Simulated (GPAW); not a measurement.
Mn3Al:

```xyz
4
Lattice="0.0000 2.8580 2.8580 2.8580 0.0000 2.8580 2.8580 2.8580 0.0000" Properties=species:S:1:pos:R:3 pbc="T T T"
Mn    0.0000    0.0000    0.0000
Mn    1.4290    1.4290    1.4290
Mn    4.2870    4.2870    4.2870
Al    2.8580    2.8580    2.8580
```

The cell comes from a database or a generator and needn't be the stable form of this composition.

Program: GPAW 26.7.0. Alike in all runs: spin collinear, ferromagnetic start; cell as given; cutoff (eV) 600; smearing fermi-dirac 0.05 eV.

Task: Order these runs on this cell by their pressure, lowest first.
A. level LDA; potentials or basis the program's PAW data sets (release 1.2.1) made for this functional, pw; k mesh 7 × 7 × 7; band path GXWKGLUWLK,UX; band points 80
B. level PBEsol; potentials or basis PAW data sets generated in the run's folder for this functional, pw; k mesh 7 × 7 × 7; band path GXWKGLUWLK,UX; band points 80
C. level PBEsol; potentials or basis PAW data sets generated in the run's folder for this functional, pw; k mesh 8 × 8 × 8

Result: A (-18.0 GPa), C (-9.9 GPa), B (-7.8 GPa).

Caveats: the moment fell far below its start of 4 μB, so a state of higher moment may lie lower in energy.
